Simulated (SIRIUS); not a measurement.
## GaGe: single point with BLYP

Crystal: GaGe.

```
Ge Ga
1.0
     0.00000    2.89784    2.89784
     2.89784    0.00000    2.89784
     2.89784    2.89784    0.00000
Ge Ga
1 1
Direct
  0.00000 0.00000 0.00000
  0.25000 0.25000 0.25000
```

The cell comes from a database or a generator and needn't be the stable form of this composition.

- Program: SIRIUS 7.12.0
- Task: single point
- Functional: BLYP
- Potentials or basis: PseudoDojo 0.4.1 PBE standard (scalar relativistic)
- Cutoff: 1102 eV
- Density cutoff: 4408 eV
- k mesh: 7 × 7 × 7
- Occupations: fermi-dirac, width 0.05 eV
- Spin: no spin polarisation
- Libxc names: ["XC_GGA_X_B88", "XC_GGA_C_LYP"]
- Energy tol: 1e-08 Ha
- Density tol: 1e-06
- Mixer: anderson
- Mixing beta: 0.7
- Max scf: 100
- Radial cutoff for the potentials' integrals: 6.5 bohr

| Quantity | Value |
| --- | --- |
| Pressure | 3.0 GPa |
| Band gap on the k mesh | none (metal or under the smearing width) |

Run time: 20 s on 1 thread of Intel(R) Xeon(R) 6975P-C (Granite Rapids), on a shared host, peak memory 0.28 GiB.

Caveat: the potentials were made for another functional, which shifts forces and pressure.
